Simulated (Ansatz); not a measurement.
**H5InNOSi radical: up Jacob's ladder to CCSD(T)**

One table from this session's results is given with a row withheld; the runs are named, their logs left out.

The runs use Ansatz 0.2.0, Gaussian basis; functionals in def2-TZVPP, the program's frozen cores in correlated methods.

The runs, in order: LDA (SPW92), PBE-D4, revPBE-D4, BLYP-D4, r2SCAN-D4, B97M-V, PBE0-D4, B3LYP-D4, r2SCANh-D4, r2SCAN0-D4, HSE06-D4, BHLYP-D4, CAM-B3LYP-D4, LC-ωPBE, ωB97X-V, ωB97M-V, B2PLYP, PBE-QIDH; CCSD(T)/def2-SVP; MP2/def2-TZVPP; MP2/def2-QZVPP; RPA on PBE.

### The relaxed structure

The geometry comes from an earlier relaxation with PBE0-D4 in a triple-zeta def2 set; it is a stationary point, not always the lowest conformer. In takes the def2 core potential; no spin-orbit term is included.

SMILES `[NH2][In][O][SiH3]`, 9 atoms, charge 0, spin multiplicity 2.

Atoms are counted from 1 here; the program's logs count them from 0.

Bond lengths: N1–In2 2.075 Å, N1–H5 1.015 Å, N1–H6 1.017 Å, In2–O3 2.006 Å, O3–Si4 1.624 Å, Si4–H7 1.490 Å, Si4–H8 1.495 Å, Si4–H9 1.491 Å. Angles: In2–N1–H5 112.6°, In2–N1–H6 109.6°, H5–N1–H6 107.2°, N1–In2–O3 109.8°, In2–O3–Si4 140.2°, O3–Si4–H7 110.1°, O3–Si4–H8 112.0°, O3–Si4–H9 111.5°, H7–Si4–H8 107.8°, H7–Si4–H9 108.1°, H8–Si4–H9 107.3°.

The first run:

Input file in.yaml:

```yaml
crystal:
  periodic: [false, false, false]
  atoms:
    - {symbol: N, position_ang: [-0.463985, 2.738084, -0.720737]}
    - {symbol: In, position_ang: [0.861593, 1.262789, -0.112150]}
    - {symbol: O, position_ang: [-0.122252, -0.464216, 0.161833]}
    - {symbol: Si, position_ang: [0.140732, -1.980264, 0.681001]}
    - {symbol: H, position_ang: [0.004520, 3.538218, -1.132894]}
    - {symbol: H, position_ang: [-1.093312, 2.361979, -1.426047]}
    - {symbol: H, position_ang: [-0.637453, -2.945498, -0.145092]}
    - {symbol: H, position_ang: [1.583314, -2.361776, 0.590257]}
    - {symbol: H, position_ang: [-0.273158, -2.149315, 2.103829]}
basis:
  gaussian: {orbitals: def2-TZVPP}
magnetization: {spin_polarized: true, initial_magnetization: 1}
hamiltonian: {xc: lda}
output: {orbitals: {seedname: orbitals}}
```

The run is started by

```
$ ansatz run in.yaml --threads 4 --pin off --events-out ev --progress --plain --max-ram 10444MiB
```

Steps of the session up to this table: LDA; PBE-D4 (GGA); revPBE-D4 (GGA); BLYP-D4 (GGA); r2SCAN-D4 (meta-GGA); B97M-V (meta-GGA); B3LYP-D4 (hybrid); r2SCANh-D4 (hybrid); r2SCAN0-D4 (hybrid); HSE06-D4 (hybrid); BHLYP-D4 (hybrid); CAM-B3LYP-D4 (range-separated); LC-ωPBE (range-separated); ωB97X-V (range-separated); ωB97M-V (range-separated); B2PLYP (double hybrid); PBE-QIDH (double hybrid).

One table of the session follows, with a row left open; its other results are not shown here.

It belongs to the step «Orbital energies across the functionals». 

```
  functional  HOMO (eV)  LUMO (eV)  gap (eV)
 LDA (SPW92)      -5.44      -4.76      0.67
      PBE-D4      -5.29      -4.42      0.88
   revPBE-D4      -5.24      -4.28      0.96
     BLYP-D4      -5.15      -4.42      0.73
   r2SCAN-D4      -5.67      -4.14      1.53
      B97M-V      -5.39      -4.53      0.86
     PBE0-D4      -6.40      -3.56      2.84
    B3LYP-D4      -6.18      -3.94      2.24
  r2SCANh-D4          ?          ?         ?
  r2SCAN0-D4      -6.70      -3.37      3.33
    HSE06-D4      -6.00      -3.93      2.07
    BHLYP-D4      -7.34      -2.82      4.52
CAM-B3LYP-D4      -7.64      -2.74      4.90
     LC-ωPBE      -8.91      -1.35      7.56
     ωB97X-V      -8.48      -1.72      6.76
     ωB97M-V      -8.48      -1.95      6.53
```

Estimate the missing values for r2SCANh-D4.

Worked estimate for «HOMO (eV)». Against the share of exact exchange, r2SCAN-D4 (0, -5.67), r2SCAN0-D4 (0.25, -6.70) give a slope of -4.12 per unit share; at 0.1 the line stands at -6.08.

**Answer.** HOMO (eV): -6.08; LUMO (eV): -3.83; gap (eV): 2.26. In «HOMO (eV)» the line misses by 0.00.
